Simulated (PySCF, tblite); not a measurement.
# C₈H₉B: geometry, infrared bands, NMR shifts and electronic excitations

What infrared bands, NMR shifts and electronic excitations should C₈H₉B (`BCC1c2ccccc21`) show?

Programs: tblite 0.8.0 and PySCF 2.14.0, with density-fitted response routines of our own. Each step states its level of theory. These are calculated values for one molecule in the gas phase, unless marked as measured. Atoms are numbered from 0 throughout.

## Step 1: The starting structure

18 atoms, charge 0, multiplicity 1; geometry from: force field or distance geometry start.

Bonds of the start (Å): B0–C1 1.58, C1–C2 1.50, C2–C3 1.47, C3–C4 1.38, C4–C5 1.37, C5–C6 1.38, C6–C7 1.38, C7–C8 1.38, C8–C2 1.47, C8–C3 1.40, B0–H9 1.20, B0–H10 1.19, C1–H11 1.11, C1–H12 1.10, C2–H13 1.12, C4–H14 1.10, C5–H15 1.08, C6–H16 1.09, C7–H17 1.09.

## Step 2: Relaxing the molecule with GFN2-xTB

What the job is given:

```
{"job": {"kind": "relax", "xc": "GFN2-xTB", "basis": "xTB"}, "charge": 0, "multiplicity": 1}
B     -3.310700     0.570800     0.073700
C     -2.076800    -0.357800    -0.240600
C     -0.894200     0.533000    -0.484200
C      0.388900    -0.107600    -0.807400
C      1.576900    -0.738800    -1.125200
C      2.668100    -0.755600    -0.292400
C      2.543900    -0.114000     0.923600
C      1.362900     0.509200     1.266200
C      0.259900     0.527100     0.431200
H     -3.724400     0.558000     1.195700
H     -3.383600     1.590600    -0.530500
H     -1.937400    -1.055400     0.616200
H     -2.360100    -0.977400    -1.101700
H     -1.090500     1.450900    -1.088700
H      1.646500    -1.229000    -2.110200
H      3.587500    -1.251100    -0.570900
H      3.408800    -0.130400     1.590900
H      1.325500     0.984000     2.242700
```

On the command line:

```
> OMP_NUM_THREADS=1 python probes_run.py task.json out
```

The driver reads the jobs from task.json and runs them one after another.

**Question.** This job is followed by: GFN2-xTB harmonic vibrations, gas phase; PBE0-D3(BJ)/def2-SVP geometry optimisation, gas phase; GIAO PBE0/pcSseg-1 NMR shielding, non-relativistic, gas phase; TDDFT CAM-B3LYP/def2-SVPD, vertical, gas phase, core orbitals frozen in the response; GIAO HF/pcSseg-1 NMR shielding, non-relativistic, gas phase. What will the session give for the following? strongest single infrared mode (GFN2-xTB); zero-point energy (GFN2-xTB); point group; rotational constants (main isotopes); 13C shifts against TMS (PBE0/pcSseg-1, means over atoms taken as alike); 1H shifts against TMS (PBE0/pcSseg-1, means over atoms taken as alike); 11B shifts against BF3·OEt2 (PBE0/pcSseg-1); lowest singlet (CAM-B3LYP/def2-SVPD); brightest single state of those computed; lowest triplet; vertical ionisation energy (ΔSCF); vertical electron affinity (ΔSCF); range of the shift of B0.

As calculated:

| quantity | value |
| --- | --- |
| strongest single infrared mode (GFN2-xTB) | 861 cm⁻¹, 188 km/mol |
| zero-point energy (GFN2-xTB) | 87.3 kcal/mol |
| point group | C1 |
| rotational constants (main isotopes) | 4.34, 1.05, 0.90 GHz |
| 13C shifts against TMS (PBE0/pcSseg-1, means over atoms taken as alike) | 138.6, 134.4, 119.3, 46.9, 34.8 ppm |
| 1H shifts against TMS (PBE0/pcSseg-1, means over atoms taken as alike) | 7.98, 7.33, 7.28, 4.23, 2.04 ppm |
| 11B shifts against BF3·OEt2 (PBE0/pcSseg-1) | 89.6 ppm |
| lowest singlet (CAM-B3LYP/def2-SVPD) | 5.21 eV (238 nm), f = 0.065 |
| brightest single state of those computed | state 9, 6.77 eV, f = 0.097 |
| lowest triplet | 4.04 eV |
| vertical ionisation energy (ΔSCF) | 8.72 eV |
| vertical electron affinity (ΔSCF) | -0.44 eV (unbound: the value hangs on the basis) |
| range of the shift of B0 | 81.8 to 89.6 ppm |

**Reading.** Relaxing lowered the energy by 0.771 eV in 109 steps; the close pair that moved most is C4–C5, from 1.373 to 1.409 Å (GFN2-xTB). No mode is imaginary among the 48: a minimum at this level. The strongest single mode, at 861 cm⁻¹, moves mainly H10, B0 and H9. GFN2-xTB is a fitted tight-binding method: band positions and strengths are rough. Its intensities can rank the bands wrongly. The optimisation took 13 steps and gained 0.239 eV; among the close pairs (by a distance rule), C3–C8 changed most, from 1.407 to 1.354 Å (PBE0/def2-SVP). At PBE0/pcSseg-1: The largest span, 320 ppm, is at C3, C8, where the paramagnetic term is -219 ppm. NICS(1)zz of -28 ppm above the planar ring from C3 marks a diatropic (aromatic) ring current. The first singlet state (HOMO→LUMO+1 0.42, HOMO→LUMO 0.34) lies at 5.21 eV and is bright; of the 10 states computed, the strongest absorption comes from states 9 to 10 together at 6.77 eV (the last computed, so partners may be missing). The lowest triplet lies 1.17 eV below the lowest singlet (triplets in Tamm-Dancoff, singlets in full TDDFT). ΔSCF puts the ionisation energy at 8.72 eV, 0.64 eV above −ε(HOMO). In ppm, B0 moves most: its shift spreads over 7.8 ppm, from 81.8 (HF/pcSseg-1) to 89.6 (PBE0/pcSseg-1).
